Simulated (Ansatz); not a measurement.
# BAs (zinc blende): the cost of one run

Method: DFT r2SCAN, scalar-relativistic, plane waves, PAW, in Ansatz 0.2.0.

**1. The system as given**

Symmetry: F-43m, No. 216, cubic system. Conventional cell: a = 4.778 Å, b = 4.778 Å, c = 4.778 Å, α = 90.00°, β = 90.00°, γ = 90.00°. B (site symmetry -43m) has 4 As at 2.07 Å as nearest neighbours. As (site symmetry -43m) is surrounded by 4 B at 2.07 Å.

As a file:

```
CELL_PARAMETERS angstrom
0.00000 2.38900 2.38900
2.38900 0.00000 2.38900
2.38900 2.38900 0.00000
ATOMIC_POSITIONS crystal
B 0.00000 0.00000 0.00000
As 0.25000 0.25000 0.25000
```

**2. Phonons: BAs (zinc blende), no spin**

input.yaml reads:

```yaml
crystal:
  lattice:
    - [0.0, 2.389, 2.389]
    - [2.389, 0.0, 2.389]
    - [2.389, 2.389, 0.0]
  atoms:
    - { symbol: B, position: [0.0, 0.0, 0.0] }
    - { symbol: As, position: [0.25, 0.25, 0.25] }
scf:
  occupations: { method: fixed }
output: {}
hamiltonian:
  xc: r2scan
basis:
  ecutwfc: 520
kpoints:
  mp_grid: { grid: [12, 12, 12] }
phonons:
  method: dfpt
  dielectric: false
  eigenvectors: false
  qpoints: [[0, 0, 0], [0.5, 0.5, 0], [0.5, 0.5, 0.5], [0.5, 0.75, 0.25]]
```

Command:

```console
$ ansatz run input.yaml --threads 8 --pin off --max-ram 24576MiB --backend cpu --events-out ev --progress --plain --runs-dir out
```

What time and memory should one allow on 8 threads of Intel Xeon at 2.50GHz (Skylake/Cascade Lake), shared host?

About 4 min, with a peak of 1.4 GiB.
